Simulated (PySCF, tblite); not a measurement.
**C₃H₅BF₂O₂: geometry, infrared bands and NMR shifts**

Wanted: the infrared bands and NMR shifts of C₃H₅BF₂O₂ (`O=CCCOB(F)F`), by calculation.

The runs use tblite 0.8.0 and PySCF 2.14.0, with density-fitted response routines of our own; the level of theory stands in each step. All values are computed, except where a source is named. Atoms are numbered from 0 throughout.

## 1. The molecule as given

13 atoms, charge 0, multiplicity 1; geometry from: force field or distance geometry start.

Bonds of the start (Å): O0–C1 1.21, C1–C2 1.51, C2–C3 1.52, C3–O4 1.41, O4–B5 1.47, B5–F6 1.44, B5–F7 1.45, C1–H8 1.09, C2–H9 1.11, C2–H10 1.11, C3–H11 1.10, C3–H12 1.14.

## 2. Geometry optimisation with GFN2-xTB

Job settings and geometry (Å):

```
{"job": {"kind": "relax", "xc": "GFN2-xTB", "basis": "xTB"}, "charge": 0, "multiplicity": 1}
O     -2.223300     1.763500     0.095000
C     -2.175800     0.584200     0.366500
C     -1.172500    -0.318000    -0.306500
C      0.252400     0.082400     0.035100
O      1.136800    -0.814500    -0.594800
B      2.515000    -0.439200    -0.260800
F      3.168400    -1.034800     0.881900
F      3.254900     0.490000    -1.092300
H     -2.843800     0.166000     1.118700
H     -1.334100    -0.250800    -1.405200
H     -1.367300    -1.366100     0.004000
H      0.422300     1.121800    -0.294000
H      0.362500     0.015900     1.163300
```

Launch:

```sh
$ OMP_NUM_THREADS=1 python probes_run.py task.json out
```

One launch serves the whole session: the jobs run in the order shown.

**Question.** This job is followed by: GFN2-xTB harmonic vibrations, gas phase; GIAO PBE0/pcSseg-1 NMR shielding, non-relativistic, gas phase. Predict these results of the whole session: strongest single infrared mode (GFN2-xTB); zero-point energy (GFN2-xTB); 13C shifts against TMS (PBE0/pcSseg-1); 1H shifts against TMS (PBE0/pcSseg-1, means over atoms taken as alike); 17O shifts against H2O (PBE0/pcSseg-1); 11B shifts against BF3·OEt2 (PBE0/pcSseg-1); 19F shifts against CFCl3 (PBE0/pcSseg-1, means over atoms taken as alike); surface potential, 1st and 99th percentile.

As calculated:

| quantity | value |
| --- | --- |
| strongest single infrared mode (GFN2-xTB) | 1421 cm⁻¹, 610 km/mol |
| zero-point energy (GFN2-xTB) | 54.4 kcal/mol |
| 13C shifts against TMS (PBE0/pcSseg-1) | 203.5, 64.3, 51.6 ppm |
| 1H shifts against TMS (PBE0/pcSseg-1, means over atoms taken as alike) | 10.06, 4.57, 2.84 ppm |
| 17O shifts against H2O (PBE0/pcSseg-1) | 697.0, 88.5 ppm |
| 11B shifts against BF3·OEt2 (PBE0/pcSseg-1) | 12.4 ppm |
| 19F shifts against CFCl3 (PBE0/pcSseg-1, means over atoms taken as alike) | -138.0 ppm |
| surface potential, 1st and 99th percentile | -1.28 V and 1.81 V |

The optimisation took 111 steps and gained 1.662 eV; among the close pairs (by a distance rule), O4–B5 changed most, from 1.467 to 1.316 Å. All 33 modes are real, so the xTB geometry is a minimum. GFN2-xTB is a fitted tight-binding method: band positions and strengths are rough. Its intensities can rank the bands wrongly. C1 (aldehyde carbonyl carbon) lies farthest downfield among carbon, at 203.5 ppm; low-lying n→π* states of the double bond to the heteroatom give a large paramagnetic term (-262 ppm). H8 (hydrogen on an aldehyde carbonyl carbon) lies farthest downfield among hydrogen, at 10.06 ppm; deshielded by the polar, anisotropic C=O bond. At PBE0/pcSseg-1: Shielding is most anisotropic at O0 (span 1392 ppm, paramagnetic term -762 ppm). By nearest atom (PBE0/pcSseg-1), the HOMO sits on O0 61 %; H8 15 % and the LUMO on C1 45 %; O0 33 %.
